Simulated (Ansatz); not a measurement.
## Ti3S2: projected density of states with PBEsol+U

The system is Ti3S2.

```
Ti S
1.0
     2.71311    1.56642    3.23762
    -2.71311    1.56642    3.23762
     0.00000   -3.13283    3.23762
Ti S
3 2
Direct
  0.00000 0.33565 0.66434
  0.66434 0.00000 0.33565
  0.33565 0.66434 0.00000
  0.16784 0.16784 0.16784
  0.83216 0.83216 0.83216
```

The cell comes from a database or a generator and needn't be the stable form of this composition.

```yaml
Program: Ansatz 0.2.0
Task: projected density of states
Functional: PBEsol
Potentials_or_basis: Ansatz PAW
Cutoff: "420 eV (not typed: the program's choice for these potentials)"
k_mesh: 6 × 6 × 6
Occupations: fermi-dirac, width 0.05 eV
Spin: no spin polarisation
Hubbard_terms: Ti d U = 6 eV
Hubbard_projectors: ortho-atomic (the default)
Double_counting: fll (the default)
```

| Property | Result |
| --- | --- |
| Pressure | 8.8 GPa |
| Largest force | 0.556 eV/Å |

Forces in eV/Å, atoms in the order of the input:
```
Ti  -0.018  0.032  0.000
Ti  -0.018 -0.032  0.000
Ti   0.037  0.000  0.000
S    0.000  0.000  0.556
S    0.000  0.000 -0.556
```

Stress tensor (GPa, compression positive):
```
 5.99  0.00  0.00
 0.00  5.99  0.00
 0.00  0.00 14.56
```

Levels at points of the mesh, in eV from the Fermi level:
| k point | band 20 | band 21 | band 22 | band 23 | band 24 | band 25 | band 26 | band 27 | band 28 | band 29 |
| --- | --- | --- | --- | --- | --- | --- | --- | --- | --- | --- |
| (0.00, 0.00, 0.00) | -4.38 | -2.74 | -0.94 | -0.73 | -0.73 | 0.61 | 1.10 | 1.10 | 2.02 | 2.02 |
| (0.00, 0.00, -0.50) | -3.66 | -1.73 | -1.43 | -1.02 | -0.65 | 0.53 | 0.57 | 1.26 | 1.46 | 1.98 |
| (0.00, -0.50, -0.50) | -3.59 | -2.11 | -1.61 | -0.93 | -0.46 | 0.05 | 0.63 | 1.24 | 1.86 | 2.34 |
| (-0.50, -0.50, -0.50) | -4.55 | -1.52 | -1.03 | -1.03 | -0.20 | 1.18 | 1.18 | 1.40 | 1.40 | 1.85 |

States per cell in windows of 0.5 eV (zero at the Fermi level; states under -8 eV left out):
| from (eV) | total | Ti 3d | S 3p | Ti 4s | S 3s | Ti 3p | Ti 3s |
| --- | --- | --- | --- | --- | --- | --- | --- |
| -8.0 | 0.06 | 0.01 | 0.03 | 0.01 | 0.00 | 0.00 | 0.00 |
| -7.5 | 1.33 | 0.16 | 0.89 | 0.22 | 0.01 | 0.01 | 0.03 |
| -7.0 | 1.63 | 0.22 | 1.13 | 0.20 | 0.03 | 0.02 | 0.03 |
| -6.5 | 1.77 | 0.26 | 1.32 | 0.11 | 0.02 | 0.02 | 0.01 |
| -6.0 | 1.21 | 0.20 | 0.92 | 0.04 | 0.02 | 0.02 | 0.01 |
| -5.5 | 1.84 | 0.38 | 1.31 | 0.08 | 0.02 | 0.02 | 0.01 |
| -5.0 | 1.37 | 0.28 | 0.99 | 0.04 | 0.02 | 0.01 | 0.00 |
| -4.5 | 1.27 | 0.23 | 0.96 | 0.03 | 0.01 | 0.01 | 0.00 |
| -4.0 | 1.19 | 0.26 | 0.90 | 0.01 | 0.00 | 0.01 | 0.00 |
| -3.5 | 0.33 | 0.07 | 0.25 | 0.00 | 0.00 | 0.00 | 0.00 |
| -3.0 | 0.03 | 0.02 | 0.00 | 0.01 | 0.00 | 0.00 | 0.00 |
| -2.5 | 0.54 | 0.41 | 0.02 | 0.07 | 0.01 | 0.00 | 0.00 |
| -2.0 | 2.17 | 1.77 | 0.12 | 0.15 | 0.01 | 0.00 | 0.00 |
| -1.5 | 2.69 | 2.10 | 0.15 | 0.23 | 0.02 | 0.01 | 0.00 |
| -1.0 | 0.80 | 0.61 | 0.05 | 0.07 | 0.00 | 0.00 | 0.00 |
| -0.5 | 1.78 | 1.43 | 0.09 | 0.13 | 0.01 | 0.00 | 0.00 |
| 0.0 | 1.89 | 1.64 | 0.06 | 0.08 | 0.01 | 0.00 | 0.00 |
| 0.5 | 2.18 | 1.83 | 0.07 | 0.10 | 0.02 | 0.00 | 0.00 |
| 1.0 | 2.04 | 1.69 | 0.10 | 0.11 | 0.02 | 0.00 | 0.00 |
| 1.5 | 2.91 | 2.49 | 0.13 | 0.10 | 0.03 | 0.00 | 0.00 |
| 2.0 | 3.23 | 2.70 | 0.18 | 0.12 | 0.04 | 0.00 | 0.00 |
| 2.5 | 3.21 | 2.66 | 0.19 | 0.10 | 0.05 | 0.00 | 0.00 |
| 3.0 | 3.69 | 3.02 | 0.20 | 0.11 | 0.13 | 0.00 | 0.00 |
| 3.5 | 1.99 | 1.43 | 0.16 | 0.11 | 0.11 | 0.00 | 0.00 |
| 4.0 | 1.98 | 1.12 | 0.27 | 0.21 | 0.10 | 0.00 | 0.00 |
| 4.5 | 0.88 | 0.46 | 0.13 | 0.09 | 0.02 | 0.00 | 0.00 |
| 5.0 | 0.00 | 0.00 | 0.00 | 0.00 | 0.00 | 0.00 | 0.00 |
| 5.5 | 0.00 | 0.00 | 0.00 | 0.00 | 0.00 | 0.00 | 0.00 |
| 6.0 | 0.00 | 0.00 | 0.00 | 0.00 | 0.00 | 0.00 | 0.00 |
| 6.5 | 0.00 | 0.00 | 0.00 | 0.00 | 0.00 | 0.00 | 0.00 |
| 7.0 | 0.00 | 0.00 | 0.00 | 0.00 | 0.00 | 0.00 | 0.00 |
| 7.5 | 0.00 | 0.00 | 0.00 | 0.00 | 0.00 | 0.00 | 0.00 |

Eigenvalues of the final occupation matrices:
| site | spin | trace | eigenvalues |
| --- | --- | --- | --- |
| site 1 | 1 | 1.45 | 0.10 0.16 0.17 0.42 0.60 |
| site 2 | 1 | 1.45 | 0.10 0.16 0.17 0.42 0.60 |
| site 3 | 1 | 1.45 | 0.10 0.16 0.17 0.42 0.60 |

It took 28 s on 2 threads of Arm Neoverse V1, on a shared host, peak memory 0.51 GiB.

Caveat: the PAW data sets come from PBE, with cores solved anew for the run's functional, which leaves a small shift of forces and pressure; the density of states is complete only up to the lowest level of the last band computed.
